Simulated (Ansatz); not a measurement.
AlBH₆N₂Si, SMILES [NH2][Al]1[BH]N[SiH2]1, a ladder of methods at one geometry

Program: the Python package of Ansatz (0.2.0).

The cells in order, each with its output:

**Cell 1**
```python
from pathlib import Path

import ansatz as az
import numpy as np
```

**Cell 2**
```python
BASIS = 'cc-pVDZ'
```

**Cell 3**
```python
GEOMETRY = '''
N    -0.28540    1.88370    1.84890
Al   -0.39560    0.62230    0.44120
B    -1.13420   -1.35460    0.14820
N    -0.04750   -1.63620   -1.00650
Si    0.94800   -0.23140   -1.14520
H     0.38810    1.62160    2.51760
H     0.05290    2.81270    1.41270
H    -1.89860   -1.97050    0.70070
H    -0.68870   -1.66420   -1.83510
H     0.83680    0.41050   -2.42660
H     2.28970   -0.55090   -0.63540
'''
```

**Cell 4**
```python
system = az.Crystal.molecule()
for line in GEOMETRY.strip().splitlines():
    symbol, *xyz = line.split()
    system = system.atom(symbol, [float(v) for v in xyz])
```

**Cell 5**
```python
calculation = system.calculation().basis(gaussian=BASIS)
```

**Cell 6**
```python
print('functional    E (Ha)        dipole (D)   HOMO (eV)  LUMO (eV)')
for name in ['cam_b3lyp', 'revpbe', 'lda', 'lc_wpbe', 'pbe0', 'hse06']:
    report = calculation.functional(name).forces().orbitals().run(threads=1, runs_dir='runs').report
    lines = Path(report['orbitals_path']).read_text().splitlines()
    field_of = lambda key: [line.split('=')[1].strip() for line in lines if line.startswith(key)]
    orbitals = [(27.211386 * float(e), s, float(n)) for e, s, n in zip(field_of('Ene='), field_of('Spin='), field_of('Occup='))]
    homo = max(e for e, _, n in orbitals if n > 0.5)
    lumo = min(e for e, _, n in orbitals if n < 0.5)
    dipole = 4.803205 * np.linalg.norm(report['charge_distribution']['dipole_moment_e_ang'])
    print(f'{name:10s} {report["free_energy_ev"] / 27.211386246:14.6f} {dipole:9.3f} {homo:11.3f} {lumo:10.3f}')
```
Output:
```text
functional    E (Ha)        dipole (D)   HOMO (eV)  LUMO (eV)
cam_b3lyp     -669.765896     1.600      -7.042     -1.449
revpbe        -669.680334     1.455      -4.654     -3.341
lda           -666.402391     1.482      -4.777     -3.617
lc_wpbe       -669.561167     1.674      -8.327     -0.407
pbe0          -669.436478     1.557      -5.796     -2.592
hse06         -669.416505     1.553      -5.404     -2.971
```

Caveats:
- Total energies depend on the basis set; only differences at equal settings carry meaning.
- The geometry is a force-field or estimated start, not a minimum of this method, and the basis set is short of its limit. A lower total doesn't mark the better method: functionals have no common bound, and MP2 and coupled cluster aren't variational.
- Levels such as HOMO and LUMO are orbital energies: with these approximate functionals they aren't the ionisation energy and electron affinity, and their gap isn't the fundamental gap.
- For Al to Cl the sets with a tight d function, cc-pV(X+d)Z, are usual.
- hse06 follows the composition of plane-wave codes, whose totals differ by tens of mHa, up to about 0.1 Ha, from the form usual in Gaussian-basis programs (wpbeh).
- Hardware and time: 39 s on 1 thread of Arm Neoverse V1, on a shared host, peak memory 0.33 GiB.
